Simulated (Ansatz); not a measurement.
# BeCd3S2: the cost of one run

Method: DFT PBE, scalar-relativistic, plane waves, PAW, in Ansatz 0.2.0.

1 further run of the same task is left out (it didn't finish). Runs told in other sessions of the task aren't counted.

## Step 1: Starting point

The structure is tetragonal, space group I4/mmm (No. 139). The conventional cell has a = 5.462 Å, b = 5.462 Å, c = 9.451 Å, α = 90.00°, β = 90.00°, γ = 90.00°. Around Be (site symmetry 4/mmm) lie 4 Cd at 2.73 Å. Cd (site symmetry 4/mmm) has 4 Cd at 2.73 Å in its first shell of neighbours. Cd (site symmetry mmm) has 2 S at 2.36 Å in its first shell of neighbours. Around S (site symmetry -4m2) lie 2 Cd at 2.36 Å.

Structure file:

```xyz
6
Lattice="-2.7310 2.7310 4.7257 2.7310 -2.7310 4.7257 2.7310 2.7310 -4.7257" Properties=species:S:1:pos:R:3 pbc="T T T"
Be    0.0000    0.0000    0.0000
Cd    0.0000    0.0000    4.7257
Cd    0.0000    2.7310    0.0000
Cd    2.7310    0.0000    0.0000
S     0.0000    2.7310    2.3628
S     2.7310    0.0000    2.3628
```

A structure generator made this guess: random cell by space group and Wyckoff sites (I4/mmm, No. 139). The dimensions are guesses.

## Step 2: Probe: one point on a coarse mesh

input.yaml reads:

```yaml
crystal:
  lattice:
    - [-2.7309848, 2.7309848, 4.72567023]
    - [2.7309848, -2.7309848, 4.72567023]
    - [2.7309848, 2.7309848, -4.72567023]
  atoms:
    - { symbol: Be, position: [0.0, 0.0, 0.0] }
    - { symbol: Cd, position: [0.5, 0.5, 0.0] }
    - { symbol: Cd, position: [0.5, 0.0, 0.5] }
    - { symbol: Cd, position: [0.0, 0.5, 0.5] }
    - { symbol: S, position: [0.75, 0.25, 0.5] }
    - { symbol: S, position: [0.25, 0.75, 0.5] }
basis:
  ecutwfc: 420
kpoints:
  mp_grid: { grid: [4, 4, 4] }
hamiltonian:
  xc: pbe
scf:
  occupations: { method: gaussian, width: 0.1 }
  lower_state_search: "off"
output:
  forces: true
  stress: true
  eigenvalues: true
```

The run is started by

```
ansatz run input.yaml --threads 1 --pin off --max-ram 2560MiB --backend cpu --events-out ev --progress --plain --runs-dir out
```

Q: Estimate wall time and peak memory on 1 thread of Arm Neoverse V1, shared host.

About 5.6 s, with a peak of 0.42 GiB.
